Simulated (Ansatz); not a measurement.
## ClH2InO, SMILES [OH][InH][Cl]: vertical and adiabatic energies of changing the electron count, step by step

With the Python package of Ansatz (0.2.0).

Typed at the interpreter:
```pycon
>>> import itertools
>>> import ansatz as az
>>> from ase.data import atomic_numbers, covalent_radii
>>> import numpy as np
>>> geometry = (
...     az.Crystal.molecule()
...     .atom("O", (-1.30402, 0.16541, -0.55154))
...     .atom("In", (0.50782, 0.3324, 0.10939))
...     .atom("Cl", (1.29181, -1.65134, 0.94632))
...     .atom("H", (-1.68698, -0.70857, -0.46792))
...     .atom("H", (1.19136, 1.8621, -0.03625))
... )
>>> calculation = geometry.calculation()
>>> calculation = calculation.basis(gaussian="def2-SVP")
>>> calculation = calculation.functional("b3lyp")
>>> symbols = [site.symbol for site in geometry.cartesian_sites]
>>> start = np.array([site.position_ang for site in geometry.cartesian_sites], dtype=float)
>>> summary = calculation.relax(force_tolerance=0.01, max_steps=100).run().report
>>> end = np.array(summary["positions_ang"])
>>> minimum = az.Crystal.molecule()
>>> for symbol, place in zip(symbols, end):
...     minimum = minimum.atom(symbol, place.tolist())
...
>>> ion = (
...     minimum.calculation()
...     .basis(gaussian="def2-SVP")
...     .functional("b3lyp")
...     .charge(1)
...     .spin("collinear", total=1)
... )
>>> vertical = ion.run().report
>>> settled = ion.relax(force_tolerance=0.01, max_steps=80).run().report
>>> print(f"vertical ionisation energy   {vertical['free_energy_ev'] - summary['free_energy_ev']:.3f} eV")
vertical ionisation energy   10.572 eV
>>> print(f"adiabatic, no zero point     {settled['free_energy_ev'] - summary['free_energy_ev']:.3f} eV")
adiabatic, no zero point     9.889 eV
>>> print(f"relaxation energy of the ion {vertical['free_energy_ev'] - settled['free_energy_ev']:.3f} eV")
relaxation energy of the ion 0.683 eV
>>> ionised = np.array(settled["positions_ang"])
>>> # pairs closer than 1.2 times the sum of covalent radii, before or after
>>> radius = [covalent_radii[atomic_numbers[s]] for s in symbols]
>>> span = lambda where, i, j: np.linalg.norm(where[i] - where[j])
>>> bonded = [(i, j) for i, j in itertools.combinations(range(len(symbols)), 2) if min(span(end, i, j), span(ionised, i, j)) < 1.2 * (radius[i] + radius[j])]
>>> print("pair        before    after (A)")
pair        before    after (A)
>>> for i, j in bonded:
...     print(f"{symbols[i]}{i}-{symbols[j]}{j}".ljust(10), f"{span(end, i, j):8.4f} {span(ionised, i, j):8.4f}")
...
O0-In1       1.9973   2.1431
O0-H3        0.9686   0.9821
In1-Cl2      2.3735   2.3667
In1-H4       1.7052   1.6749
```

What to keep in mind:
- These settings explore the input space; basis and method may be short of convergence.
- The energies are electronic: no zero-point or thermal terms, and the basis set is short of its limit. The product may relax into another structure. Each relaxation finds its nearest minimum, which needn't be the lowest.
- def2 sets replace the cores of elements past krypton by effective core potentials.
- b3lyp holds the VWN-RPA fit, as in Gaussian; the form of ORCA and Turbomole is b3lyp5.
- Timing: 120 s on 1 thread of Arm Neoverse V1 (shared host), peak memory 0.27 GiB.
